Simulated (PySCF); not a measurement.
# [Pb(BH4)3]−: forces at shaken geometries

Aim: move all atoms of relaxed [Pb(BH4)3]− at random and read energies and forces. It is a constructed species; whether it can be made isn't addressed.

Computed with PySCF 2.14.0. Level: TPSS, Pb def2-SVP with ECP60, B def2-SVP, H def2-SVP; scalar-relativistic core potentials, no spin–orbit coupling.

2 further runs of the same task are left out: 2 for a known fault of the program.

**1. The starting structure**

16 atoms, charge -1, spin multiplicity 1.

Bond lengths: Pb1–B2 2.669 Å, Pb1–H4 2.219 Å, Pb1–B7 2.669 Å, Pb1–H9 2.219 Å, Pb1–B12 2.669 Å, Pb1–H14 2.219 Å, B2–H3 1.227 Å, B2–H4 1.279 Å, B2–H5 1.237 Å, B2–H6 1.242 Å, B7–H8 1.227 Å, B7–H9 1.279 Å, B7–H10 1.237 Å, B7–H11 1.242 Å, B12–H13 1.227 Å, B12–H14 1.279 Å, B12–H15 1.237 Å, B12–H16 1.242 Å. Angles: B2–Pb1–H4 28.5°, B2–Pb1–B7 112.2°, B2–Pb1–H9 92.9°, B2–Pb1–B12 112.2°, B2–Pb1–H14 103.5°, H4–Pb1–B7 103.5°, H4–Pb1–H9 76.9°, H4–Pb1–B12 92.9°, H4–Pb1–H14 76.9°, B7–Pb1–H9 28.5°, B7–Pb1–B12 112.2°, B7–Pb1–H14 92.9°, H9–Pb1–B12 103.5°, H9–Pb1–H14 76.9°, B12–Pb1–H14 28.5°, Pb1–B2–H3 158.7°, Pb1–B2–H4 55.8°, Pb1–B2–H5 81.4° and more.

As a file:

```xyz
16

Pb    0.0000    0.0000   -0.6553
B     2.5581    0.0294    0.1066
H     3.5268    0.0587    0.8589
H     1.5780   -0.2253    0.8885
H     2.6273   -0.8696   -0.7400
H     2.3659    1.1316   -0.4316
B    -1.3045    2.2007    0.1066
H    -1.8142    3.0249    0.8589
H    -0.5939    1.4793    0.8885
H    -0.5605    2.7101   -0.7400
H    -2.1630    1.4831   -0.4316
B    -1.2536   -2.2300    0.1066
H    -1.7126   -3.0836    0.8589
H    -0.9841   -1.2539    0.8885
H    -2.0668   -1.8405   -0.7400
H    -0.2029   -2.6147   -0.4316
```

Formal oxidation states: Pb +2. An earlier session relaxed this geometry at TPSS, Pb def2-SVP with ECP60, B def2-SVP, H def2-SVP (singlet, point group C3).

Its energy there is -274.603451 Eh.

**2. Atoms moved at random, σ = 0.15 Å**

Contents of run.py (the lines that set the calculation):

```python
mol = gto.M(atom='''
Pb    -0.05479    -0.09255    -0.51584
B      2.46305     0.13495     0.20172
H      3.46416    -0.26686     0.81824
H      1.69545    -0.15710     0.86427
H      2.65448    -0.72584    -1.00105
H      2.18883     1.01795    -0.48107
B     -1.25306     2.33629     0.35266
H     -1.71128     3.16677     0.76872
H     -0.74271     1.30796     1.07575
H     -0.65371     2.78956    -0.54260
H     -2.07231     1.51835    -0.41645
B     -1.41265    -2.39632     0.03814
H     -1.67918    -3.04252     0.68605
H     -0.82651    -1.15161     0.78682
H     -1.96500    -1.93771    -0.75472
H     -0.09476    -2.50133    -0.48901''',
    basis={'Pb': 'def2-SVP', 'B': 'def2-SVP', 'H': 'def2-SVP'},
    ecp={'Pb': 'def2-SVP'},
    charge=-1, spin=0)
mf = dft.RKS(mol, xc='TPSS')
mf.grids.atom_grid = (50, 194)
mf = mf.density_fit()  # fitting sets: Pb def2-universal-JKFIT, B def2-universal-JKFIT, H def2-universal-JKFIT
mf.conv_tol = 1e-08; mf.max_cycle = 55
mf.kernel(dm0)  # dm0: the density of the relaxed state
```

Run with:

```bash
$ OMP_NUM_THREADS=2 python run.py
```

What it wrote:

```text
init E= -274.422441317765
  HOMO = -0.153653493079142  LUMO = 0.00616775603254016  gap/eV = 4.34896
cycle= 1 E= -274.392559696537  delta_E= 0.0299  |g|= 0.201  |ddm|= 0.965
  HOMO = -0.0348009032412087  LUMO = 0.0802547294490292  gap/eV = 3.13082
cycle= 2 E= -274.386846036227  delta_E= 0.00571  |g|= 0.24  |ddm|=  0.9
  HOMO = -0.0680900349824354  LUMO = 0.0696558087279708  gap/eV = 3.74826
cycle= 3 E= -274.411245437528  delta_E= -0.0244  |g|= 0.0482  |ddm|= 0.472
  HOMO = -0.0708127330448924  LUMO = 0.0673636501503685  gap/eV = 3.75997
cycle= 4 E= -274.412163618056  delta_E= -0.000918  |g|= 0.00756  |ddm|= 0.085
  HOMO = -0.0715218793230736  LUMO = 0.0671041554297833  gap/eV = 3.77221
cycle= 5 E= -274.412188465639  delta_E= -2.48e-05  |g|= 0.00237  |ddm|= 0.0204
  HOMO = -0.0713437733946547  LUMO = 0.0670888377635075  gap/eV = 3.76694
cycle= 6 E= -274.412190691509  delta_E= -2.23e-06  |g|= 0.000617  |ddm|= 0.0054
  HOMO = -0.0713783487515354  LUMO = 0.0671217209987782  gap/eV = 3.76878
cycle= 7 E= -274.412190829139  delta_E= -1.38e-07  |g|= 0.000217  |ddm|= 0.00124
  HOMO = -0.0713643652946185  LUMO = 0.0671151248350856  gap/eV = 3.76822
cycle= 8 E= -274.412190848662  delta_E= -1.95e-08  |g|= 3.88e-05  |ddm|= 0.000461
  HOMO = -0.0713623389677647  LUMO = 0.0671162050635363  gap/eV = 3.76819
cycle= 9 E= -274.412190849285  delta_E= -6.23e-10  |g|= 8.32e-06  |ddm|= 9.54e-05
  HOMO = -0.0713637477474203  LUMO = 0.0671169055821235  gap/eV = 3.76825
Extra cycle  E= -274.412190849268  delta_E= 1.67e-11  |g|= 1.01e-05  |ddm|= 4.05e-05
converged SCF energy = -274.412190849268
```

It took 11 s on 2 threads of Arm Neoverse V1, shared host.

Result: E = -274.412191 Eh (+5.204 eV from the relaxed state), HOMO -1.94 eV, LUMO 1.83 eV, Mulliken charge on Pb1 +0.45 e, largest force component 9.003 eV/Å. 

```csv
atom,Fx,Fy,Fz (eV/Å)
Pb1,0.462,1.241,-1.536
B2,5.110,-2.118,-4.744
H3,0.155,1.095,-0.150
H4,-4.571,-1.878,3.603
H5,-0.871,0.562,1.875
H6,0.426,2.453,-0.285
B7,1.148,-7.282,-3.375
H8,-3.168,4.549,3.577
H9,-0.010,1.541,-0.184
H10,1.768,0.132,-0.928
H11,0.305,0.947,0.966
B12,9.003,7.312,-4.890
H13,-3.302,-7.849,7.889
H14,-1.623,-1.889,0.791
H15,-2.924,1.843,-3.213
H16,-1.908,-0.659,0.603
```

**3. Atoms moved at random, σ = 0.06 Å**

Contents of run.py (the lines that set the calculation):

```python
mol = gto.M(atom='''
Pb    -0.10017     0.04167    -0.74689
B      2.77538     0.13440     0.10233
H      3.52595    -0.04410     0.83216
H      1.50372    -0.17600     0.85494
H      2.55908    -0.91323    -0.77413
H      2.34076     1.13150    -0.45277
B     -1.28388     2.21336     0.10792
H     -1.79966     3.02158     0.90026
H     -0.48963     1.50293     0.96118
H     -0.63971     2.64508    -0.73897
H     -2.11987     1.42889    -0.42782
B     -1.26344    -2.21595     0.10803
H     -1.74309    -3.07705     0.93792
H     -0.92930    -1.18992     0.83356
H     -2.14097    -1.82117    -0.64661
H     -0.19515    -2.68200    -0.45947''',
    basis={'Pb': 'def2-SVP', 'B': 'def2-SVP', 'H': 'def2-SVP'},
    ecp={'Pb': 'def2-SVP'},
    charge=-1, spin=0)
mf = dft.RKS(mol, xc='TPSS')
mf.grids.atom_grid = (50, 194)
mf = mf.density_fit()  # fitting sets: Pb def2-universal-JKFIT, B def2-universal-JKFIT, H def2-universal-JKFIT
mf.conv_tol = 1e-08; mf.max_cycle = 55
mf.kernel(dm0)  # dm0: the density of the relaxed state
```

Run with:

```bash
$ OMP_NUM_THREADS=2 python run.py
```

What it wrote:

```text
init E= -274.487255212205
  HOMO = -0.154765605927407  LUMO = 0.0182729648379256  gap/eV = 4.70862
cycle= 1 E= -274.53816007045  delta_E= -0.0509  |g|= 0.173  |ddm|= 0.555
  HOMO = -0.0526614587140717  LUMO = 0.0874259073404832  gap/eV = 3.81197
cycle= 2 E= -274.530209196265  delta_E= 0.00795  |g|= 0.218  |ddm|= 0.784
  HOMO = -0.0961498672740113  LUMO = 0.0735990652147178  gap/eV = 4.61910
cycle= 3 E= -274.552272120156  delta_E= -0.0221  |g|= 0.0273  |ddm|= 0.44
  HOMO = -0.0968370149494477  LUMO = 0.0710143914827377  gap/eV = 4.56747
cycle= 4 E= -274.552575646698  delta_E= -0.000304  |g|= 0.00776  |ddm|= 0.0531
  HOMO = -0.0975006641639391  LUMO = 0.071238175326652  gap/eV = 4.59162
cycle= 5 E= -274.552597905511  delta_E= -2.23e-05  |g|= 0.00248  |ddm|= 0.0151
  HOMO = -0.0973267679943959  LUMO = 0.0711502590628523  gap/eV = 4.58449
cycle= 6 E= -274.552600232729  delta_E= -2.33e-06  |g|= 0.000571  |ddm|= 0.00457
  HOMO = -0.0973434404524749  LUMO = 0.0711726015470013  gap/eV = 4.58556
cycle= 7 E= -274.55260036779  delta_E= -1.35e-07  |g|= 0.000155  |ddm|= 0.00108
  HOMO = -0.0973367949863491  LUMO = 0.0711754474407282  gap/eV = 4.58545
cycle= 8 E= -274.552600377732  delta_E= -9.94e-09  |g|= 3.94e-05  |ddm|= 0.000339
  HOMO = -0.0973368967912993  LUMO = 0.0711794465837841  gap/eV = 4.58556
Extra cycle  E= -274.552600377272  delta_E= 4.6e-10  |g|= 5.07e-05  |ddm|= 0.000169
converged SCF energy = -274.552600377272
```

Run time: 11 s. Hardware: 2 threads of Arm Neoverse V1, shared host.

It gives: E = -274.552600 Eh (+1.384 eV from the relaxed state), HOMO -2.65 eV, LUMO 1.94 eV, Mulliken charge on Pb1 +0.50 e, largest force component 6.829 eV/Å. 

```
atom      Fx      Fy  Fz (eV/Å)
 Pb1   0.810  -0.300      0.837
  B2  -6.829  -1.838     -4.169
  H3   3.754  -0.321      3.322
  H4   0.986   0.347     -0.662
  H5   0.755   1.383      0.910
  H6   0.849   0.548      0.015
  B7  -0.786  -1.333      2.257
  H8   0.042  -0.214     -0.399
  H9  -0.695   0.463     -0.973
 H10   1.235   1.058     -1.398
 H11   0.021   0.179      0.337
 B12   0.488  -0.796      0.657
 H13   0.461   0.798     -0.592
 H14  -0.098  -0.415     -0.006
 H15  -0.072  -0.027     -0.420
 H16  -0.920   0.467      0.283
```

**4. Atoms moved at random, σ = 0.06 Å**

Contents of run.py (the lines that set the calculation):

```python
mol = gto.M(atom='''
Pb    -0.06197     0.06106    -0.58766
B      2.57886     0.02533     0.11197
H      3.48123     0.08657     0.80437
H      1.64632    -0.22515     0.92997
H      2.68323    -0.93226    -0.72062
H      2.34261     1.09753    -0.50555
B     -1.32329     2.16254     0.03240
H     -1.70316     3.07146     0.77159
H     -0.52043     1.48744     0.93914
H     -0.65001     2.56130    -0.72037
H     -2.19080     1.55953    -0.39142
B     -1.26776    -2.22794     0.02056
H     -1.68946    -3.01939     0.85240
H     -0.97862    -1.31795     0.93200
H     -2.13012    -1.80465    -0.71431
H     -0.21666    -2.58543    -0.36282''',
    basis={'Pb': 'def2-SVP', 'B': 'def2-SVP', 'H': 'def2-SVP'},
    ecp={'Pb': 'def2-SVP'},
    charge=-1, spin=0)
mf = dft.RKS(mol, xc='TPSS')
mf.grids.atom_grid = (50, 194)
mf = mf.density_fit()  # fitting sets: Pb def2-universal-JKFIT, B def2-universal-JKFIT, H def2-universal-JKFIT
mf.conv_tol = 1e-08; mf.max_cycle = 55
mf.kernel(dm0)  # dm0: the density of the relaxed state
```

Run with:

```bash
$ OMP_NUM_THREADS=2 python run.py
```

What it wrote:

```text
init E= -274.616500024214
  HOMO = -0.0895166027325223  LUMO = 0.0797232363827707  gap/eV = 4.60525
cycle= 1 E= -274.569826453084  delta_E= 0.0467  |g|= 0.081  |ddm|= 0.37
  HOMO = -0.0917865567381657  LUMO = 0.0811696845521128  gap/eV = 4.70638
cycle= 2 E= -274.568217680252  delta_E= 0.00161  |g|= 0.104  |ddm|= 0.378
  HOMO = -0.0944397729218407  LUMO = 0.0765337978107272  gap/eV = 4.65243
cycle= 3 E= -274.57281895954  delta_E= -0.0046  |g|= 0.0115  |ddm|= 0.198
  HOMO = -0.0948204154072219  LUMO = 0.0761547277111765  gap/eV = 4.65247
cycle= 4 E= -274.572866053574  delta_E= -4.71e-05  |g|= 0.0028  |ddm|= 0.021
  HOMO = -0.0948033511670499  LUMO = 0.0763326528549753  gap/eV = 4.65685
cycle= 5 E= -274.572869368896  delta_E= -3.32e-06  |g|= 0.000749  |ddm|= 0.00575
  HOMO = -0.0947921132925709  LUMO = 0.0762770222428983  gap/eV = 4.65503
cycle= 6 E= -274.572869577868  delta_E= -2.09e-07  |g|= 0.000178  |ddm|= 0.00157
  HOMO = -0.0947925863006169  LUMO = 0.0762854727057718  gap/eV = 4.65527
cycle= 7 E= -274.572869590695  delta_E= -1.28e-08  |g|= 5.86e-05  |ddm|= 0.000412
  HOMO = -0.0947922037225721  LUMO = 0.0762854369170709  gap/eV = 4.65526
cycle= 8 E= -274.572869592198  delta_E= -1.5e-09  |g|= 8.42e-06  |ddm|= 0.000137
  HOMO = -0.0947922952042868  LUMO = 0.0762856331868926  gap/eV = 4.65527
Extra cycle  E= -274.572869592183  delta_E= 1.47e-11  |g|= 9.63e-06  |ddm|= 3.52e-05
converged SCF energy = -274.572869592183
```

Run time: 11 s. Hardware: 2 threads of Arm Neoverse V1, shared host.

Result: E = -274.572870 Eh (+0.832 eV from the relaxed state), HOMO -2.58 eV, LUMO 2.08 eV, Mulliken charge on Pb1 +0.49 e, largest force component 4.684 eV/Å. 

| atom | Fx | Fy | Fz (eV/Å) |
| --- | --- | --- | --- |
| Pb1 | 0.628 | -0.655 | -0.207 |
| B2 | -1.647 | -0.494 | -1.985 |
| H3 | 1.867 | 0.290 | 1.319 |
| H4 | -0.387 | -0.032 | -0.061 |
| H5 | -0.154 | 0.486 | 0.429 |
| H6 | 0.094 | -0.184 | 0.210 |
| B7 | -0.296 | 0.289 | 4.684 |
| H8 | -0.097 | -0.088 | 0.022 |
| H9 | -0.903 | 0.397 | -0.709 |
| H10 | 2.636 | 1.565 | -3.029 |
| H11 | -1.696 | -1.510 | -0.666 |
| B12 | -0.558 | 0.505 | 1.985 |
| H13 | -0.233 | -0.305 | -0.068 |
| H14 | -0.115 | 0.117 | -0.470 |
| H15 | -0.086 | 0.086 | -0.492 |
| H16 | 0.947 | -0.466 | -0.960 |

**5. The displacements side by side**

| σ (Å) | energy rise (eV) | harmonic estimate −½ F·u (eV) | largest force component (eV/Å) |
| --- | --- | --- | --- |
| 0.15 | 5.204 | 5.552 | 9.00 |
| 0.06 | 1.384 | 1.312 | 6.83 |
| 0.06 | 0.832 | 0.880 | 4.68 |

Every displacement raises the energy. For a harmonic well the rise equals −½ F·u; the two differ by at most 7 % here (a move with σ = 0.15 Å), from anharmonicity, the grid and the small forces left at the relaxed point. These are double-zeta-type bases without diffuse functions. Spin–orbit coupling is left out.
